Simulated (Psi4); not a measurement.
# CH3Cl3Si (methyltrichlorosilane) at HF/STO-3G

What is the energy change on altering one bond length of CH3Cl3Si (methyltrichlorosilane) at HF/STO-3G? 

The calculation is run with Psi4 1.11.

2 further runs of the same task are left out: 2 that didn't finish.

## (1) Starting point

CH3Cl3Si: 8 atoms, total charge 0, spin state singlet. SMILES: `C[Si](Cl)(Cl)Cl`. Geometry: relaxed at PBE0-D4/def2-TZVP.

Bond lengths: C1–Si2 1.841 Å, Si2–Cl3 2.039 Å, Si2–Cl4 2.039 Å, Si2–Cl5 2.039 Å, C1–H6 1.092 Å, C1–H7 1.092 Å, C1–H8 1.092 Å. Some angles: C1–Si2–Cl3 110.7°, C1–Si2–Cl4 110.7°, C1–Si2–Cl5 110.6°, Cl3–Si2–Cl4 108.3°, Cl3–Si2–Cl5 108.3°, Cl4–Si2–Cl5 108.3°, Si2–C1–H6 110.0°, Si2–C1–H7 110.0°, Si2–C1–H8 110.0°, H6–C1–H7 109.0°.

## (2) Energy and forces at HF/STO-3G

The input, calc.in:

```
memory 1.6 GB

molecule molecule1 {
  0 1
  C     -0.728900    -0.279600     0.686100
  Si     0.568900     0.197900    -0.528700
  Cl     2.360400    -0.640000    -0.033600
  Cl     0.065900    -0.429500    -2.402200
  Cl     0.801200     2.223000    -0.573800
  H     -0.844500    -1.365200     0.700800
  H     -0.448300     0.061100     1.684800
  H     -1.682600     0.175200     0.410800
  symmetry c1
}

set {
  basis         STO-3G
  puream        true
  e_convergence 1e-09
  d_convergence 1e-08
  scf_type      pk
}

E, wfn = gradient('scf', return_wfn=True)
oeprop(wfn, 'MULLIKEN_CHARGES', 'LOWDIN_CHARGES', 'WIBERG_LOWDIN_INDICES', title='SCF')
print_variables()
```

Run with:

```bash
$ psi4 calc.in calc.out -n 1
```

calc.out:

```text
[...]
  Running in c1 symmetry.
[...]
  Nuclear repulsion =  440.297333645516005
[...]
  Multiplicity = 1
[...]
  Nalpha       = 37
  Nbeta        = 37
[...]
    Number of basis functions: 44
[...]
   @RHF iter   1: -1688.56140062306486   -2.11677e+00   7.76790e-03 ADIIS/DIIS
[...]
   @RHF iter   9: -1688.68165095563586   -7.50333e-12   7.46852e-09 DIIS
[...]
    Orbital Energies [Eh]
    ---------------------
    Doubly Occupied:
       1A   -103.693994     2A   -103.693987     3A   -103.693960
       4A    -68.207999     5A    -11.070765     6A    -10.384172
       7A    -10.383958     8A    -10.383938     9A     -7.828095
      10A     -7.827807    11A     -7.827787    12A     -7.822231
      13A     -7.822196    14A     -7.822190    15A     -7.822140
      16A     -7.822009    17A     -7.822006    18A     -6.172303
      19A     -4.197864    20A     -4.197863    21A     -4.196117
      22A     -1.099254    23A     -1.033742    24A     -1.033722
      25A     -0.963752    26A     -0.663418    27A     -0.590428
      28A     -0.590421    29A     -0.525923    30A     -0.502514
      31A     -0.502512    32A     -0.435656    33A     -0.435650
      34A     -0.416094    35A     -0.415992    36A     -0.415986
[...]
  @RHF Final Energy: -1688.68165095563586
   => Energetics <=
    Nuclear Repulsion Energy =            440.2973336455160052
    One-Electron Energy =               -3216.5064473845327484
    Two-Electron Energy =                1087.5274627833807699
    Total Energy =                      -1688.6816509556358596
[...]
 Multipole Moments:
 ------------------------------------------------------------------------------------
     Multipole            Electronic (a.u.)      Nuclear  (a.u.)        Total (a.u.)
 ------------------------------------------------------------------------------------
 L = 1.  Multiply by 2.5417464519 to convert [e a0] to [Debye]
 Dipole X            :          4.9256781           -5.8010641           -0.8753860
 Dipole Y            :          1.8122219           -2.1345418           -0.3223199
 Dipole Z            :         -4.6105606            5.4298757            0.8193152
 Magnitude           :                                                    1.2415588
[...]
  -Total Gradient:
     Atom            X                  Y                   Z
    ------   -----------------  -----------------  -----------------
       1        0.008190861074     0.002983322883    -0.007662745204
       2        0.010233512046     0.003719470544    -0.009598267496
       3       -0.019362892775     0.009248821513    -0.005629142719
       4        0.005733774312     0.006949025424     0.020276393997
       5       -0.002307090327    -0.022016525957     0.000277162863
       6        0.000348889528    -0.008200578026    -0.001082010615
       7        0.003525771348     0.003204202184     0.006824206546
       8       -0.006362825204     0.004112261429    -0.003405597377
[...]
  Mulliken Charges: (a.u.)
   Center  Symbol    Alpha    Beta     Spin     Total
       1     C     3.18347  3.18347  0.00000 -0.36695
       2    SI     6.45563  6.45563  0.00000  1.08874
       3    CL     8.66535  8.66535  0.00000 -0.33069
       4    CL     8.66534  8.66534  0.00000 -0.33069
       5    CL     8.66535  8.66535  0.00000 -0.33071
       6     H     0.45495  0.45495  0.00000  0.09010
       7     H     0.45495  0.45495  0.00000  0.09010
       8     H     0.45495  0.45495  0.00000  0.09010
   Total alpha = 37.00000, Total beta = 37.00000, Total charge = -0.00000
[...]
```

It took 2.2 s on 1 thread of Intel Xeon Platinum 8488C (Sapphire Rapids), shared host; peak memory 0.18 GiB.

## (3) The distorted shape

The input, ch3cl3si.inp:

```
memory 1600 MB

molecule {
  C
  Si 1 r2
  Cl 2 r3 1 a3
  Cl 2 r4 1 a4 3 d4
  Cl 2 r5 1 a5 3 d5
  H 1 r6 2 a6 3 d6
  H 1 r7 6 a7 2 d7
  H 1 r8 6 a8 7 d8

  r2 = 1.84066
  r3 = 2.038792
  a3 = 110.65057
  r4 = 3.6698
  a4 = 110.65207
  d4 = 120.00353
  r5 = 2.038879
  a5 = 110.64618
  d5 = -119.99857
  r6 = 1.091836
  a6 = 109.96661
  d6 = -60.0345
  r7 = 1.091886
  a7 = 108.97412
  d7 = -120.60704
  r8 = 1.091868
  a8 = 108.96984
  d8 = -118.79801
  symmetry c1
}

set reference rhf
set puream true
set e_convergence 1e-09
set d_convergence 1e-08
set scf_type pk

energy_value, wavefunction = gradient("scf/STO-3G", return_wfn=True)
```

Run with:

```bash
$ psi4 -i ch3cl3si.inp -o ch3cl3si.out -n 1
```

ch3cl3si.out, cut to the lines that bear on the results:

```text
[...]
  Running in c1 symmetry.
[...]
  Nuclear repulsion =  377.672283371816945
[...]
  Multiplicity = 1
[...]
  Nalpha       = 37
  Nbeta        = 37
[...]
    Number of basis functions: 44
[...]
   @RHF iter   1: -1688.24401036258610   -2.14988e+00   8.25034e-03 DIIS/ADIIS
[...]
   @RHF iter  14: -1688.45011792863079   -1.81899e-12   2.30675e-09 DIIS
[...]
  @RHF Final Energy: -1688.45011792863079
   => Energetics <=
    Nuclear Repulsion Energy =            377.6722833718169454
    One-Electron Energy =               -3092.2632722454454779
    Two-Electron Energy =                1026.1408709449979142
    Total Energy =                      -1688.4501179286307888
[...]
 Multipole Moments:
 ------------------------------------------------------------------------------------
     Multipole            Electronic (a.u.)      Nuclear  (a.u.)        Total (a.u.)
 ------------------------------------------------------------------------------------
 L = 1.  Multiply by 2.5417464519 to convert [e a0] to [Debye]
 Dipole X            :         -0.5889950           -1.2371591           -1.8261541
 Dipole Y            :         -0.3401774           -0.7144957           -1.0546731
 Dipole Z            :          6.7764998           -8.7660800           -1.9895802
 Magnitude           :                                                    2.8992419
[...]
  -Total Gradient:
     Atom            X                  Y                   Z
    ------   -----------------  -----------------  -----------------
       1       -0.012644777228    -0.007335921700     0.016959968766
       2       -0.031912118422    -0.018468894275    -0.011753765927
       3       -0.006012763677     0.012550956142    -0.008577160722
       4        0.039749890568     0.022953094793     0.017434031762
       5        0.007827820438    -0.011460337898    -0.008560962161
       6        0.006510394140    -0.003709449623    -0.000550515907
       7       -0.003549258947    -0.002048913133    -0.004393108394
       8        0.000030813167     0.007519465715    -0.000558487428
[...]
```

Wall time 2.2 s (1 thread of Intel Xeon Platinum 8488C (Sapphire Rapids), shared host); peak memory 0.18 GiB.

## (4) Summary of results

At HF/STO-3G:

| quantity | value |
| --- | --- |
| first shape: total energy | -1688.68165 Eh |
| first shape: dipole moment | 3.16 D |
| first shape: HOMO energy | -11.08 eV |
| first shape: LUMO energy | 6.69 eV |
| first shape: HOMO–LUMO gap | 17.78 eV |
| first shape: largest force on an atom | 1.141 eV/Å |
| distorted shape: total energy | -1688.45012 Eh |
| distorted shape: dipole moment | 7.37 D |
| distorted shape: HOMO energy | -6.34 eV |
| distorted shape: LUMO energy | -0.80 eV |
| distorted shape: HOMO–LUMO gap | 5.54 eV |
| distorted shape: largest force on an atom | 2.525 eV/Å |
| energy change with the Si2–Cl4 bond stretched from 2.039 to 3.670 Å | 6.300 eV |

One bond (distorted shape) is far stretched, which a spin-restricted single reference describes badly; a broken-symmetry solution may lie lower. With the Si2–Cl4 bond stretched from 2.039 to 3.670 Å the energy rises by 6.30 eV (145 kcal/mol). The first shape isn't relaxed at this level, so the change isn't measured from a minimum. A restricted reference can't describe the breaking bond well at this length. The minimal basis adds a large error of its own. The largest force (first shape) is 1.14 eV/Å: the shape isn't a stationary point for this species at this level. Mulliken charges (first shape) run from -0.37 on C1 to +1.09 on Si2.
